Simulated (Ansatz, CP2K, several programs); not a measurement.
Energy against volume for In4Bi3P as one 8-atom ordering (I-42m) on the zincblende lattice, at fixed shape and fractional coordinates, computed by several methods (PBE and r2SCAN, where shown, with plane waves in Ansatz); the cell shown is that of r2SCAN. With free coordinates or axes held, a curve is too stiff, and on another method's shape its minimum isn't the method's own volume. Space group I-42m (No. 121), tetragonal; a = 6.540 Å, c = 13.039 Å in the conventional setting, 34.85 Å³ an atom. Around P lie 4 In at 2.60 Å; around In lie 1 P at 2.60 Å and 3 Bi at 2.90–2.94 Å; around Bi lie 4 In at 2.90 Å; around Bi lie 4 In at 2.94 Å. Simulation only: spin-unpolarised, and no claim that this is the phase found in nature. Energies count from each curve's lowest point; fits are third-order Birch-Murnaghan.

```yaml
crystal:
  lattice:
    - [-3.26990, 3.26990, 6.51927]
    - [3.26990, -3.26990, 6.51927]
    - [3.26990, 3.26990, -6.51927]
  atoms:
    - { symbol: P, position: [0.00000, 0.00000, 0.00000] }
    - { symbol: In, position: [0.65548, 0.65548, 0.54476] }
    - { symbol: Bi, position: [0.25000, 0.75000, 0.50000] }
    - { symbol: In, position: [0.88928, 0.34452, 0.00000] }
    - { symbol: Bi, position: [0.50000, 0.50000, 0.00000] }
    - { symbol: In, position: [0.11072, 0.11072, 0.45524] }
    - { symbol: Bi, position: [0.75000, 0.25000, 0.50000] }
    - { symbol: In, position: [0.34452, 0.88928, 0.00000] }
```

PBE/SZV (CP2K), on the shape of the cell shown:
```csv
V (Å³/atom),E (meV/atom)
30.671,197.83
32.762,82.47
34.853,21.61
36.944,0.00
39.035,6.88
```
V₀ = 37.39 Å³ an atom and B₀ = 36 GPa.

Problem. PBE, on the shape of its own relaxed cell, gives
```tsv
V (Å³/atom)	E (meV/atom)
34.046	16.21
35.133	3.82
36.219	0.00
37.306	3.37
38.393	12.77
```
What equilibrium volume and bulk modulus follow?

Solution. V₀ = 36.22 Å³ an atom and B₀ = 35 GPa.

Problem. r2SCAN, on the shape of its own relaxed cell, gives

| V (Å³/atom) | E (meV/atom) |
| --- | --- |
| 32.762 | 18.67 |
| 33.807 | 4.42 |
| 34.853 | 0.00 |
| 35.898 | 3.83 |
| 36.944 | 14.59 |

What equilibrium volume and bulk modulus follow?

Solution. V₀ = 34.86 Å³ an atom and B₀ = 42 GPa.

PBE/DZVP (CP2K), on the shape of the cell shown:
```
V (Å³/atom)  E (meV/atom)
     30.671        138.60
     32.762         48.40
     34.853          6.86
     36.944          0.00
     39.035         18.00
```
V₀ = 36.38 Å³ an atom and B₀ = 36 GPa.

light PBE (260 eV, its own mesh), on the shape of the cell shown:
```
V (Å³/atom)  E (meV/atom)
     32.065         94.36
     33.459         58.79
     34.853         46.73
     36.247          0.00
     37.641         13.47
     39.035         20.19
```
The points scatter about a smooth fit, as a low cutoff and a light mesh can make them, so no fit is quoted.
